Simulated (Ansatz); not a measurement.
# C3H4SSi: how energies converge with the basis set

An exercise on one series of results from a longer session: the logs are not shown, and one member is left open.

Method: one geometry, several basis sets; program: Ansatz 0.2.0, Gaussian basis.

Plan: PBE0-D4/def2-SVP; ωB97M-V/def2-SVP; PBE0-D4/def2-QZVPP; ωB97M-V/def2-QZVPP; the functionals' def2-TZVPP values are taken from earlier runs.

## Structure used throughout

The geometry comes from an earlier relaxation with PBE0-D4 in a triple-zeta def2 set; it is a stationary point, not always the lowest conformer.

SMILES `C#C[SiH]1CS1`, 9 atoms, charge 0, spin multiplicity 1.

Atoms are counted from 1 here; the program's logs count them from 0.

Bond lengths: C1–C2 1.206 Å, C1–H6 1.066 Å, C2–Si3 1.807 Å, Si3–C4 1.835 Å, Si3–S5 2.081 Å, Si3–H7 1.474 Å, C4–S5 1.866 Å, C4–H8 1.086 Å, C4–H9 1.086 Å. Angles: C2–C1–H6 179.7°, C1–C2–Si3 179.0°, C2–Si3–C4 119.2°, C2–Si3–S5 119.4°, C2–Si3–H7 111.8°, C4–Si3–S5 56.5°, C4–Si3–H7 120.4°, S5–Si3–H7 119.4°, Si3–C4–S5 68.4°, Si3–C4–H8 119.5°, Si3–C4–H9 120.1°, S5–C4–H8 113.1°, S5–C4–H9 113.3°, H8–C4–H9 113.8°, Si3–S5–C4 55.1°.

The first run:

File in.yaml:

```yaml
crystal:
  periodic: [false, false, false]
  atoms:
    - {symbol: C, position_ang: [-0.909317, -2.051166, 1.341560]}
    - {symbol: C, position_ang: [-0.706339, -0.986610, 0.812101]}
    - {symbol: Si, position_ang: [-0.432448, 0.614370, 0.019737]}
    - {symbol: C, position_ang: [1.013344, 0.829442, -1.089783]}
    - {symbol: S, position_ang: [1.248661, 1.731789, 0.526577]}
    - {symbol: H, position_ang: [-1.082919, -2.992752, 1.810796]}
    - {symbol: H, position_ang: [-1.701738, 1.307028, -0.267259]}
    - {symbol: H, position_ang: [1.710492, 0.008147, -1.224278]}
    - {symbol: H, position_ang: [0.948863, 1.493451, -1.946452]}
basis:
  gaussian: {orbitals: def2-SVP}
hamiltonian: {xc: pbe0, dispersion: d4}
output: {orbitals: {seedname: orbitals}}
```

Launch:

```
$ ansatz run in.yaml --threads 2 --pin off --events-out ev --progress --plain --max-ram 4352MiB
```

Among the steps run: PBE0-D4 in def2-SVP; ωB97M-V in def2-SVP; PBE0-D4 in def2-QZVPP; ωB97M-V in def2-QZVPP.

One table of the session follows, with a row left open; its other results are not shown here.

It belongs to the step «Density functionals: the series». 

```
functional       basis  HOMO (eV)
   PBE0-D4    def2-SVP      -6.94
   PBE0-D4  def2-TZVPP      -7.03
   PBE0-D4  def2-QZVPP      -7.06
   ωB97M-V    def2-SVP          ?
   ωB97M-V  def2-TZVPP      -9.20
   ωB97M-V  def2-QZVPP      -9.23
```

**Question.** Estimate the row for ωB97M-V, def2-SVP.

The run gave: HOMO (eV): -9.08. In the column «HOMO (eV)» it lies between ωB97M-V, def2-TZVPP (-9.20) and PBE0-D4, def2-QZVPP (-7.06).
